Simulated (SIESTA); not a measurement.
HPbNO4 in SIESTA: the effect of functional

HPbNO4:

```
H Pb N O
1.0
     4.27531   -0.00040    0.00636
    -2.08399    5.20775   -0.04907
    -2.12377   -1.86574    4.91491
H Pb N O
1 1 1 4
Direct
  0.99073 0.03330 0.90994
  0.50274 0.81989 0.14287
  0.00838 0.47408 0.50265
  0.99816 0.92741 0.02877
  0.19467 0.73435 0.60852
  0.81673 0.35882 0.24556
  0.01381 0.33121 0.65217
```

The cell was built by a generator and needn't be a form met in nature.

Alike in all runs:

| Item | Value |
| --- | --- |
| Program | SIESTA 5.4.2 |
| Task | band structure |
| Basis | DZP (energy shift 0.003 Ry; two zetas on semicore shells) |
| Grid cutoff | 800 Ry |
| Energy shift | 0.003 Ry |
| k mesh | 8 × 6 × 6 |
| Occupations | fermi-dirac, width 0.05 eV |
| Spin | no spin polarisation |

```csv
functional,potentials or basis,gap on the mesh (eV),pressure (GPa),largest force (eV/Å)
LDA,PseudoDojo 0.4 standard (LDA files),2.73,-2.4,0.97
PBEsol,PseudoDojo 0.4 standard (PBEsol files),?,?,?
RPBE,PseudoDojo 0.4 standard (PBE files),2.81,4.6,1.33
BLYP,PseudoDojo 0.4 standard (PBE files),2.79,5.7,2.15
AM05,PseudoDojo 0.4 standard (PBEsol files),2.81,0.9,0.81
```

Question: What does the run with functional PBEsol give?

Answer: gap on the mesh 2.80 eV; pressure 0.3 GPa; largest force 0.97 eV/Å.

Caveats: spin-orbit coupling is left out, which as a rule narrows the gap of such compounds by several tenths of an eV; the basis of atomic orbitals isn't converged, which shifts pressures, moduli and gaps; the potentials were made for another functional, which shifts forces and pressure (some runs).

A k mesh can miss the band edges.

Runs at the PBE level aren't shown here.
